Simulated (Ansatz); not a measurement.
# SiH3Br (singlet): wave-function methods side by side at distance Br1–H2 along a hydrogen transfer = 1.321 Å, cc-pVDZ

One table from this session's results is given with a row withheld; the runs are named, their logs left out.

Program: Ansatz 0.2.0, Gaussian basis. Level of theory: cc-pVDZ, core rule «outside noble gas», up to 19 orbitals frozen. These are calculated values, not measurements.

The runs, in order: UHF; CCSD(T) on RHF; CCSD(T) on UHF; BCCD(T) on RHF; CISD; CCSDT(Q) on RHF; CCSDT(Q) on UHF; CASSCF and MRCISD+Q, 2 electrons in 2 orbitals; CASSCF and NEVPT2, 2 electrons in 2 orbitals; CASSCF and NEVPT2, 14 electrons in 11 orbitals.

3 further runs of the same task are left out: 1 for a mislabelled method, 2 that didn't finish.

## The geometry

The geometry derives from fragments relaxed apart (PBE0/def2-TZVP) and kept rigid, so it is no stationary point. A hydrogen atom is moved between rigid fragments. No spin-orbit coupling is included. The filled d shell of Br may be among the frozen orbitals whatever the setting's name suggests; the logs give the count.

5 atoms, charge 0, spin multiplicity 1.

Atoms are counted from 1 here; the program's logs count them from 0.

Bond lengths: Br1–H2 1.321 Å, Si3–H4 1.526 Å, Si3–H5 1.526 Å. Angles: H4–Si3–H5 91.2°.

Set-up of the first run:

in.yaml reads:

```yaml
crystal:
  periodic: [false, false, false]
  atoms:
    - {symbol: Br, position_ang: [-0.914926, 0.015876, 0.000000]}
    - {symbol: H, position_ang: [0.406074, 0.015876, 0.000000]}
    - {symbol: Si, position_ang: [2.374074, 0.015876, 0.000000]}
    - {symbol: H, position_ang: [2.986254, -0.858408, 1.090012]}
    - {symbol: H, position_ang: [2.986254, -0.858408, -1.090012]}
basis:
  gaussian: {orbitals: cc-pVDZ}
magnetization: {spin_polarized: true, initial_magnetization: 0}
hamiltonian: {xc: hf}
output: {orbitals: {seedname: orbitals}}
```

The run is started by

```console
$ ansatz run in.yaml --threads 1 --pin off --events-out ev --progress --plain --max-ram 2393MiB
```

Among the steps run: UHF; CCSD(T) on RHF; CCSD(T) on UHF; BCCD(T) on RHF; CISD; CCSDT(Q) on RHF; CCSDT(Q) on UHF; CASSCF and MRCISD+Q, 2 electrons in 2 orbitals; CASSCF and NEVPT2, 2 electrons in 2 orbitals; CASSCF and NEVPT2, 14 electrons in 11 orbitals.

One of the session's tables, all rows but one given; the rest of the session is left out.

```
        method  from RCCSDT(Q) (meV)
           RHF               +7357.6
           UHF               +7270.7
          RMP2               +1287.9
          CISD                +877.3
         RCCSD                +187.0
      RCCSD(T)                 +35.8
       BCCD(T)                 +35.4
        RCCSDT                 +10.8
     RCCSDT(Q)                     0
   CASSCF pair               +6840.8
   NEVPT2 pair               +1242.5
   MRCISD pair                +731.3
 MRCISD+Q pair                 +56.9
CASSCF valence               +5539.9
NEVPT2 valence                     ?
```

Estimate the missing values for NEVPT2 valence.

The run gave: from RCCSDT(Q) (meV): +1396.2. In the column «from RCCSDT(Q) (meV)» it lies between RMP2 (+1287.9) and CASSCF valence (+5539.9).

Not comparable, so not listed: CCSD(T) on UHF; CCSDT(Q) on UHF (they don't share determinant, frozen orbitals or solution with the rows shown, or repeat one).

To keep in mind: Warnings: restricted reference is unstable; spin contamination.
